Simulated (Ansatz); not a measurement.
# AlBF2H2: single points with varied inputs

How do the results and run time of AlBF2H2 respond when the settings are drawn wide?

Method: the settings change from run to run; program: Ansatz 0.2.0, Gaussian basis.

**1. The geometry**

The structure was relaxed beforehand with PBE0-D4 in a triple-zeta def2 set.

SMILES `F[B](F)[AlH2]`, 6 atoms, charge 0, spin multiplicity 1.

Atoms are counted from 1 here; the program's logs count them from 0.

Bond lengths: F1–B2 1.326 Å, B2–F3 1.326 Å, B2–Al4 2.156 Å, Al4–H5 1.587 Å, Al4–H6 1.587 Å. Angles: F1–B2–F3 114.9°, F1–B2–Al4 122.6°, F3–B2–Al4 122.6°, B2–Al4–H5 120.2°, B2–Al4–H6 120.1°, H5–Al4–H6 119.7°.

As a file:

| atom | x (Å) | y (Å) | z (Å) |
| --- | --- | --- | --- |
| F1 | 1.40486 | -1.29936 | 0.96364 |
| B2 | 0.27344 | -1.03028 | 0.32682 |
| F3 | -0.51412 | -2.07702 | 0.12153 |
| Al4 | -0.24590 | 0.95754 | -0.32543 |
| H5 | 0.18316 | 1.46111 | -1.76794 |
| H6 | -1.05924 | 1.92400 | 0.63528 |

**2. r2SCAN0/def2-SVP**

Options: D4 dispersion.

The input, in.yaml:

```yaml
crystal:
  periodic: [false, false, false]
  atoms:
    - {symbol: F, position_ang: [1.404856, -1.299361, 0.963637]}
    - {symbol: B, position_ang: [0.273440, -1.030280, 0.326821]}
    - {symbol: F, position_ang: [-0.514117, -2.077019, 0.121531]}
    - {symbol: Al, position_ang: [-0.245904, 0.957541, -0.325427]}
    - {symbol: H, position_ang: [0.183164, 1.461115, -1.767944]}
    - {symbol: H, position_ang: [-1.059240, 1.924005, 0.635281]}
basis:
  gaussian: {orbitals: def2-SVP}
hamiltonian: {xc: {name: r2SCAN0}, dispersion: d4}
output: {forces: true}
```

Command:

```sh
> ansatz run in.yaml --threads 2 --pin off --events-out ev --progress --plain --max-ram 4352MiB
```

The program printed, shortened:

```text
Functional definition: r2SCAN0
  name "r2SCAN0"
  cite "Bursch, Neugebauer, Ehlert & Grimme, J. Chem. Phys. 156, 134105 (2022) doi:10.1063/5.0086040"
  cite "Furness, Kaplan, Ning, Perdew & Sun, J. Phys. Chem. Lett. 11, 8208 (2020) doi:10.1021/acs.jpclett.0c02405"
  cite "Furness, Kaplan, Ning, Perdew & Sun, J. Phys. Chem. Lett. 11, 9248 (2020) doi:10.1021/acs.jpclett.0c03077"
  parent r2scan
[...]
658 factors; integrals over basis functions are off by at most 1.1e-3 eV
[...]
mean field -12730.39607022 eV, -467.8334266082 hartree, gradient 2.2e-5 eV, S^2 0.000000; 0 other end points of the search recorded, 0 dependent functions left out
[...]
reference -12730.39607904 eV, -467.8334269324 hartree; 19, 19 occupied and 51, 51 virtual orbitals, 658 factors
Total energy: -12730.41907878 eV, -467.8342721572 hartree
Atom 0 at     1.404856    -1.299361     0.963637 Å, force    -0.173524     0.022028    -0.093468 eV/Å
Atom 1 at     0.273440    -1.030280     0.326821 Å, force     0.021955    -0.081864     0.025189 eV/Å
Atom 2 at    -0.514117    -2.077019     0.121531 Å, force     0.129654     0.144947     0.039559 eV/Å
Atom 3 at    -0.245904     0.957541    -0.325427 Å, force     0.021745    -0.084438     0.028585 eV/Å
Atom 4 at     0.183164     1.461115    -1.767944 Å, force    -0.013187     0.004260     0.026057 eV/Å
Atom 5 at    -1.059240     1.924005     0.635281 Å, force     0.013358    -0.004933    -0.025922 eV/Å
Dipole moment:    -0.044946     0.172211    -0.056628 e Å
```

It took 2.1 s on 2 threads of Arm Neoverse V1, shared host.

Largest force 0.198 eV/Å, dipole 0.90 D.

**3. B3LYP/def2-SVP**

Set apart from the defaults: charge -1, multiplicity 2, atoms shaken by 0.15 Å, D3(BJ) dispersion, relativity set to none, high accuracy, the search for lower states set to off.

The input, in.yaml:

```yaml
crystal:
  periodic: [false, false, false]
  atoms:
    - {symbol: F, position_ang: [1.384350, -1.368528, 1.026516]}
    - {symbol: B, position_ang: [0.355058, -0.931863, 0.379430]}
    - {symbol: F, position_ang: [-0.709326, -1.955422, 0.164510]}
    - {symbol: Al, position_ang: [-0.012734, 0.593669, -0.385943]}
    - {symbol: H, position_ang: [0.185668, 1.295937, -1.707901]}
    - {symbol: H, position_ang: [-1.297735, 1.863079, 0.572744]}
basis:
  gaussian: {orbitals: def2-SVP}
total_charge: -1
magnetization: {spin_polarized: true, initial_magnetization: 1}
hamiltonian: {xc: {name: B3LYP}, dispersion: d3bj, pseudopotentials: {relativity: none}}
accuracy: high
scf: {lower_state_search: off}
```

Same command.

The program printed, shortened:

```text
Functional definition: B3LYP
  name "B3LYP"
  cite "Stephens, Devlin, Chabalowski & Frisch, J. Phys. Chem. 98, 11623 (1994) doi:10.1021/j100096a001"
  cite "Becke, Phys. Rev. A 38, 3098 (1988) doi:10.1103/PhysRevA.38.3098"
  cite "Lee, Yang & Parr, Phys. Rev. B 37, 785 (1988) doi:10.1103/PhysRevB.37.785"
  cite "Vosko, Wilk & Nusair, Can. J. Phys. 58, 1200 (1980) doi:10.1139/p80-159"
[...]
1458 factors; integrals over basis functions are off by at most 5.3e-9 eV
[...]
mean field -12733.45683476 eV, -467.9459076304 hartree, gradient 8.4e-8 eV, S^2 0.752492; 0 other end points of the search recorded, 0 dependent functions left out
reference -12733.45687297 eV, -467.9459090347 hartree; 20, 19 occupied and 50, 51 virtual orbitals, 1458 factors
Total energy: -12733.61672179 eV, -467.9517833704 hartree
Checks for a lower state left out: stability, starts, cluster_reference, orbital_swaps, neighbouring_geometries, increment
```

Run time: 4.5 s. Hardware: 2 threads of Arm Neoverse V1, shared host.

⟨S²⟩ 0.752.

**4. LC-wPBE/x2c-TZVPPall**

This run has charge -1, multiplicity 2, high accuracy.

The input, in.yaml:

```yaml
crystal:
  periodic: [false, false, false]
  atoms:
    - {symbol: F, position_ang: [1.404856, -1.299361, 0.963637]}
    - {symbol: B, position_ang: [0.273440, -1.030280, 0.326821]}
    - {symbol: F, position_ang: [-0.514117, -2.077019, 0.121531]}
    - {symbol: Al, position_ang: [-0.245904, 0.957541, -0.325427]}
    - {symbol: H, position_ang: [0.183164, 1.461115, -1.767944]}
    - {symbol: H, position_ang: [-1.059240, 1.924005, 0.635281]}
basis:
  gaussian: {orbitals: x2c-TZVPPall}
total_charge: -1
magnetization: {spin_polarized: true, initial_magnetization: 1}
hamiltonian: {xc: {name: LC-wPBE}}
accuracy: high
```

Launched as before.

The program printed, shortened:

```text
Functional definition: LC-wPBE
  name "LC-wPBE"
  cite "Vydrov & Scuseria, J. Chem. Phys. 125, 234109 (2006) doi:10.1063/1.2409292"
  cite "Heyd & Scuseria, J. Chem. Phys. 120, 7274 (2004) doi:10.1063/1.1668634"
  cite "Ernzerhof & Perdew, J. Chem. Phys. 109, 3313 (1998) doi:10.1063/1.476928"
  cite "Perdew, Burke & Ernzerhof, Phys. Rev. Lett. 77, 3865 (1996) doi:10.1103/PhysRevLett.77.3865"
  parent pbe
[...]
2697 factors; integrals over basis functions are off by at most 2.4e-8 eV
614 factors; integrals over basis functions are off by at most 1.5e-9 eV
[...]
mean field -12756.20505805 eV, -468.7818894171 hartree, gradient 7.8e-8 eV, S^2 0.759176; 0 other end points of the search recorded, 0 dependent functions left out
reference -12756.20505805 eV, -468.7818894171 hartree; 20, 19 occupied and 143, 144 virtual orbitals, 2697 factors
Total energy: -12756.20505805 eV, -468.7818894171 hartree
Relativity: scalar
```

It took 13 s on 2 threads of Arm Neoverse V1, shared host; peak memory 0.72 GiB.

⟨S²⟩ 0.759.

**5. wPBEh/def2-TZVP**

Options: atoms shaken by 0.08 Å.

The input, in.yaml:

```yaml
crystal:
  periodic: [false, false, false]
  atoms:
    - {symbol: F, position_ang: [1.295851, -1.331251, 0.908752]}
    - {symbol: B, position_ang: [0.185128, -1.005882, 0.390950]}
    - {symbol: F, position_ang: [-0.444538, -2.036812, 0.086495]}
    - {symbol: Al, position_ang: [-0.253530, 0.986918, -0.432801]}
    - {symbol: H, position_ang: [0.107098, 1.377684, -1.909490]}
    - {symbol: H, position_ang: [-1.000294, 1.839733, 0.685729]}
basis:
  gaussian: {orbitals: def2-TZVP}
hamiltonian: {xc: {name: wPBEh}}
output: {forces: true}
```

Launched as before.

The program printed, shortened:

```text
Functional definition: wPBEh
  name "wPBEh"
  cite "Heyd, Scuseria & Ernzerhof, J. Chem. Phys. 118, 8207 (2003) doi:10.1063/1.1564060"
  cite "Krukau, Vydrov, Izmaylov & Scuseria, J. Chem. Phys. 125, 224106 (2006) doi:10.1063/1.2404663"
  cite "Heyd & Scuseria, J. Chem. Phys. 120, 7274 (2004) doi:10.1063/1.1668634"
  cite "Ernzerhof & Perdew, J. Chem. Phys. 109, 3313 (1998) doi:10.1063/1.476928"
  cite "Perdew, Burke & Ernzerhof, Phys. Rev. Lett. 77, 3865 (1996) doi:10.1103/PhysRevLett.77.3865"
  parent pbe
[...]
848 factors; their error is unknown
72 factors; integrals over basis functions are off by at most 8.6e-7 eV
[...]
mean field -12735.76502738 eV, -468.0307321446 hartree, gradient 4.9e-5 eV, S^2 0.000000; 0 other end points of the search recorded, 0 dependent functions left out
[...]
reference -12735.76507437 eV, -468.0307338716 hartree; 19, 19 occupied and 123, 123 virtual orbitals, 848 factors
Total energy: -12735.76507437 eV, -468.0307338716 hartree
Atom 0 at     1.295851    -1.331251     0.908752 Å, force     3.531365     0.115581     2.116479 eV/Å
Atom 1 at     0.185128    -1.005882     0.390950 Å, force     0.350392     3.647345    -1.424909 eV/Å
Atom 2 at    -0.444538    -2.036812     0.086495 Å, force    -3.680144    -3.657441    -1.272779 eV/Å
Atom 3 at    -0.253530     0.986918    -0.432801 Å, force    -0.219031    -0.642249     1.037414 eV/Å
Atom 4 at     0.107098     1.377684    -1.909490 Å, force     0.015085     0.157398    -0.128750 eV/Å
Atom 5 at    -1.000294     1.839733     0.685729 Å, force     0.002332     0.379365    -0.327455 eV/Å
Dipole moment:    -0.058972     0.228404    -0.104776 e Å
```

Run time: 2.3 s. Hardware: 2 threads of Arm Neoverse V1, shared host.

Largest force 5.342 eV/Å, dipole 1.24 D.

**6. B3LYP/6-31G***

Set apart from the defaults: D3(BJ) dispersion.

The input, in.yaml:

```yaml
crystal:
  periodic: [false, false, false]
  atoms:
    - {symbol: F, position_ang: [1.404856, -1.299361, 0.963637]}
    - {symbol: B, position_ang: [0.273440, -1.030280, 0.326821]}
    - {symbol: F, position_ang: [-0.514117, -2.077019, 0.121531]}
    - {symbol: Al, position_ang: [-0.245904, 0.957541, -0.325427]}
    - {symbol: H, position_ang: [0.183164, 1.461115, -1.767944]}
    - {symbol: H, position_ang: [-1.059240, 1.924005, 0.635281]}
basis:
  gaussian: {orbitals: "6-31G*"}
hamiltonian: {xc: {name: B3LYP}, dispersion: d3bj}
```

The command is unchanged.

The program printed:

```text
Functional definition: B3LYP
  name "B3LYP"
  cite "Stephens, Devlin, Chabalowski & Frisch, J. Phys. Chem. 98, 11623 (1994) doi:10.1021/j100096a001"
  cite "Becke, Phys. Rev. A 38, 3098 (1988) doi:10.1103/PhysRevA.38.3098"
  cite "Lee, Yang & Parr, Phys. Rev. B 37, 785 (1988) doi:10.1103/PhysRevB.37.785"
  cite "Vosko, Wilk & Nusair, Can. J. Phys. 58, 1200 (1980) doi:10.1139/p80-159"
  parameter a0 = 0.2
  parameter ax = 0.72
  parameter ac = 0.81
  exchange = (1 - a0 - ax)*slater_x + ax*b88_x + a0*exact_x
  correlation = (1 - ac)*vwn_rpa_c + ac*lyp_c
692 factors; their error is unknown
mean field evaluation 1: about -12739.9438 eV, gradient 3.4e1 eV
mean field evaluation 2: about -12738.2812 eV, gradient 5.0e1 eV
mean field evaluation 4: about -12741.7831 eV, gradient 5.0e-1 eV
mean field evaluation 8: about -12741.8420 eV, gradient 1.5e-1 eV
mean field -12741.84198582 eV, -468.2540562481 hartree, gradient 2.1e-5 eV, S^2 0.000000; 0 other end points of the search recorded, 0 dependent functions left out
reference -12741.84222466 eV, -468.2540650254 hartree; 19, 19 occupied and 49, 49 virtual orbitals, 692 factors
Total energy: -12741.97768212 eV, -468.2590429953 hartree
```

Run time: 0.75 s. Hardware: 2 threads of Arm Neoverse V1, shared host.

**7. CAM-B3LYP/def2-TZVPP**

Set apart from the defaults: atoms shaken by 0.08 Å, high accuracy.

The input, in.yaml:

```yaml
crystal:
  periodic: [false, false, false]
  atoms:
    - {symbol: F, position_ang: [1.410736, -1.287531, 1.020221]}
    - {symbol: B, position_ang: [0.421396, -0.890803, 0.438197]}
    - {symbol: F, position_ang: [-0.319899, -2.143908, 0.232118]}
    - {symbol: Al, position_ang: [-0.187523, 0.913154, -0.330238]}
    - {symbol: H, position_ang: [0.149610, 1.429887, -1.744203]}
    - {symbol: H, position_ang: [-1.128783, 2.038364, 0.627630]}
basis:
  gaussian: {orbitals: def2-TZVPP}
hamiltonian: {xc: {name: CAM-B3LYP}}
accuracy: high
output: {forces: true}
```

Launched as before.

The program printed, shortened:

```text
Functional definition: CAM-B3LYP
  name "CAM-B3LYP"
  cite "Yanai, Tew & Handy, Chem. Phys. Lett. 393, 51 (2004) doi:10.1016/j.cplett.2004.06.011"
  cite "Iikura, Tsuneda, Yanai & Hirao, J. Chem. Phys. 115, 3540 (2001) doi:10.1063/1.1383587"
  cite "Becke, Phys. Rev. A 38, 3098 (1988) doi:10.1103/PhysRevA.38.3098"
  cite "Lee, Yang & Parr, Phys. Rev. B 37, 785 (1988) doi:10.1103/PhysRevB.37.785"
  cite "Vosko, Wilk & Nusair, Can. J. Phys. 58, 1200 (1980) doi:10.1139/p80-159"
[...]
  # Exact exchange under (alpha + beta erf(omega r))/r, Becke's under what is left of 1/r.
[...]
2701 factors; integrals over basis functions are off by at most 2.0e-8 eV
463 factors; integrals over basis functions are off by at most 2.1e-9 eV
[...]
mean field -12742.23898940 eV, -468.2686458607 hartree, gradient 7.9e-8 eV, S^2 0.000000; 0 other end points of the search recorded, 0 dependent functions left out
[...]
reference -12742.23900932 eV, -468.2686465927 hartree; 19, 19 occupied and 144, 144 virtual orbitals, 2701 factors
Total energy: -12742.23900932 eV, -468.2686465927 hartree
Atom 0 at     1.410736    -1.287531     1.020221 Å, force     5.684998    -0.344804     3.187809 eV/Å
Atom 1 at     0.421396    -0.890803     0.438197 Å, force    -5.305467    -3.290537    -2.573980 eV/Å
Atom 2 at    -0.319899    -2.143908     0.232118 Å, force    -0.004554     2.804857    -0.336269 eV/Å
Atom 3 at    -0.187523     0.913154    -0.330238 Å, force    -1.467860     2.092610     0.975490 eV/Å
Atom 4 at     0.149610     1.429887    -1.744203 Å, force     0.186879    -0.056364    -0.430288 eV/Å
Atom 5 at    -1.128783     2.038364     0.627630 Å, force     0.906005    -1.205762    -0.822762 eV/Å
Dipole moment:     0.150736     0.319795    -0.063673 e Å
```

Run time: 12 s. Hardware: 2 threads of Arm Neoverse V1, shared host; peak memory 0.71 GiB.

Largest force 6.753 eV/Å, dipole 1.73 D.

**8. BHLYP/def2-SVP**

The input, in.yaml:

```yaml
crystal:
  periodic: [false, false, false]
  atoms:
    - {symbol: F, position_ang: [1.404856, -1.299361, 0.963637]}
    - {symbol: B, position_ang: [0.273440, -1.030280, 0.326821]}
    - {symbol: F, position_ang: [-0.514117, -2.077019, 0.121531]}
    - {symbol: Al, position_ang: [-0.245904, 0.957541, -0.325427]}
    - {symbol: H, position_ang: [0.183164, 1.461115, -1.767944]}
    - {symbol: H, position_ang: [-1.059240, 1.924005, 0.635281]}
basis:
  gaussian: {orbitals: def2-SVP}
hamiltonian: {xc: {name: BHLYP}}
output: {forces: true}
```

The command is unchanged.

The program printed, shortened:

```text
Functional definition: BHLYP
  name "BHLYP"
  cite "Becke, J. Chem. Phys. 98, 1372 (1993) doi:10.1063/1.464304"
  cite "Becke, Phys. Rev. A 38, 3098 (1988) doi:10.1103/PhysRevA.38.3098"
  cite "Lee, Yang & Parr, Phys. Rev. B 37, 785 (1988) doi:10.1103/PhysRevB.37.785"
[...]
658 factors; integrals over basis functions are off by at most 1.1e-3 eV
[...]
mean field -12732.65187738 eV, -467.9163259922 hartree, gradient 5.0e-5 eV, S^2 0.000000; 0 other end points of the search recorded, 0 dependent functions left out
[...]
reference -12732.65203611 eV, -467.9163318254 hartree; 19, 19 occupied and 51, 51 virtual orbitals, 658 factors
Total energy: -12732.65203611 eV, -467.9163318254 hartree
Atom 0 at     1.404856    -1.299361     0.963637 Å, force    -0.365297     0.047305    -0.197480 eV/Å
Atom 1 at     0.273440    -1.030280     0.326821 Å, force     0.067394    -0.255657     0.082139 eV/Å
Atom 2 at    -0.514117    -2.077019     0.121531 Å, force     0.272746     0.305924     0.082498 eV/Å
Atom 3 at    -0.245904     0.957541    -0.325427 Å, force    -0.003143     0.010692    -0.002541 eV/Å
Atom 4 at     0.183164     1.461115    -1.767944 Å, force    -0.040741    -0.034048     0.124203 eV/Å
Atom 5 at    -1.059240     1.924005     0.635281 Å, force     0.069041    -0.074217    -0.088819 eV/Å
Dipole moment:    -0.050485     0.193421    -0.063592 e Å
```

Run time: 1.1 s. Hardware: 2 threads of Arm Neoverse V1, shared host.

Largest force 0.418 eV/Å, dipole 1.01 D.

**9. B3LYP5/6-31G**

Options: charge +1, multiplicity 2, relativity set to none.

in.yaml, as its differences from that of step 8:

```diff
@@ -10,4 +10,5 @@
 basis:
-  gaussian: {orbitals: def2-SVP}
-hamiltonian: {xc: {name: BHLYP}}
-output: {forces: true}
+  gaussian: {orbitals: 6-31G}
+total_charge: 1
+magnetization: {spin_polarized: true, initial_magnetization: 1}
+hamiltonian: {xc: {name: B3LYP5}, pseudopotentials: {relativity: none}}
```

The command is unchanged.

The program printed, shortened:

```text
Functional definition: B3LYP5
  name "B3LYP5"
  cite "Stephens, Devlin, Chabalowski & Frisch, J. Phys. Chem. 98, 11623 (1994) doi:10.1021/j100096a001"
  cite "Becke, Phys. Rev. A 38, 3098 (1988) doi:10.1103/PhysRevA.38.3098"
  cite "Lee, Yang & Parr, Phys. Rev. B 37, 785 (1988) doi:10.1103/PhysRevB.37.785"
  cite "Vosko, Wilk & Nusair, Can. J. Phys. 58, 1200 (1980) doi:10.1139/p80-159"
[...]
478 factors; integrals over basis functions are off by at most 1.4e-4 eV
[...]
mean field -12725.55679758 eV, -467.6555866190 hartree, gradient 1.9e-5 eV, S^2 0.754560; 3 other end points of the search recorded, 0 dependent functions left out
reference -12725.55700623 eV, -467.6555942865 hartree; 19, 18 occupied and 25, 26 virtual orbitals, 478 factors
Total energy: -12725.55700623 eV, -467.6555942865 hartree
```

Run time: 1.9 s. Hardware: 2 threads of Arm Neoverse V1, shared host.

⟨S²⟩ 0.755.

**10. B3LYP/def2-SVPD**

This run has unrestricted orbitals, D4 dispersion, the search for lower states set to light.

in.yaml, as its differences from that of step 9:

```diff
@@ -10,5 +10,5 @@
 basis:
-  gaussian: {orbitals: 6-31G}
-total_charge: 1
-magnetization: {spin_polarized: true, initial_magnetization: 1}
-hamiltonian: {xc: {name: B3LYP5}, pseudopotentials: {relativity: none}}
+  gaussian: {orbitals: def2-SVPD}
+magnetization: {spin_polarized: true, initial_magnetization: 0}
+hamiltonian: {xc: {name: B3LYP}, dispersion: d4}
+scf: {lower_state_search: light}
```

The command is unchanged.

The program printed:

```text
Functional definition: B3LYP
  name "B3LYP"
  cite "Stephens, Devlin, Chabalowski & Frisch, J. Phys. Chem. 98, 11623 (1994) doi:10.1021/j100096a001"
  cite "Becke, Phys. Rev. A 38, 3098 (1988) doi:10.1103/PhysRevA.38.3098"
  cite "Lee, Yang & Parr, Phys. Rev. B 37, 785 (1988) doi:10.1103/PhysRevB.37.785"
  cite "Vosko, Wilk & Nusair, Can. J. Phys. 58, 1200 (1980) doi:10.1139/p80-159"
  parameter a0 = 0.2
  parameter ax = 0.72
  parameter ac = 0.81
  exchange = (1 - a0 - ax)*slater_x + ax*b88_x + a0*exact_x
  correlation = (1 - ac)*vwn_rpa_c + ac*lyp_c
895 factors; their error is unknown
mean field evaluation 1: about -12733.5115 eV, gradient 2.8e1 eV
mean field evaluation 2: about -12730.4915 eV, gradient 4.4e1 eV
mean field evaluation 4: about -12736.0267 eV, gradient 4.7e-1 eV
mean field evaluation 8: about -12736.0957 eV, gradient 7.1e-2 eV
mean field -12736.09573620 eV, -468.0428854696 hartree, gradient 1.1e-5 eV, S^2 0.000000; 0 other end points of the search recorded, 0 dependent functions left out
reference -12736.09602301 eV, -468.0428960098 hartree; 19, 19 occupied and 87, 87 virtual orbitals, 895 factors
Total energy: -12736.23144782 eV, -468.0478727798 hartree
```

It took 3 s on 2 threads of Arm Neoverse V1, shared host.

⟨S²⟩ 0.000.

**11. All runs side by side**

| level | charge | multiplicity | geometry | functions | energy (eV) | time |
| --- | --- | --- | --- | --- | --- | --- |
| r2SCAN0/def2-SVP | 0 | 1 | relaxed | 70 | -12730.419 | 2.1 s |
| B3LYP/def2-SVP | -1 | 2 | shaken | 70 | -12733.617 | 4.5 s |
| LC-wPBE/x2c-TZVPPall | -1 | 2 | relaxed | 163 | -12756.205 | 13 s |
| wPBEh/def2-TZVP | 0 | 1 | shaken | 142 | -12735.765 | 2.3 s |
| B3LYP/6-31G* | 0 | 1 | relaxed | 68 | -12741.978 | 0.75 s |
| CAM-B3LYP/def2-TZVPP | 0 | 1 | shaken | 163 | -12742.239 | 12 s |
| BHLYP/def2-SVP | 0 | 1 | relaxed | 70 | -12732.652 | 1.1 s |
| B3LYP5/6-31G | 1 | 2 | relaxed | 44 | -12725.557 | 1.9 s |
| B3LYP/def2-SVPD | 0 | 1 | relaxed | 106 | -12736.231 | 3 s |

**12. Summary of results**

| quantity | value |
| --- | --- |
| runs | 9 |
| quickest | B3LYP/6-31G*, 0.75 s |
| slowest | LC-wPBE/x2c-TZVPPall, 13 s |
| spread of total energies, same state and geometry | 11.6 eV |
| dipole, same state and geometry | 0.90 to 1.01 D |

**Reading.** LC-wPBE/x2c-TZVPPall took 17 times as long as B3LYP/6-31G*. The jobs differ in tasks and options as well as level. Total energies at one charge and spin differ by 12 eV between levels, so only differences within one level mean anything. At the PBE0-D4/def2-TZVP geometry and in the same state, runs without warnings or point charges leave forces up to 0.42 eV/Å (BHLYP/def2-SVP), against 6.8 eV/Å where the atoms were moved.
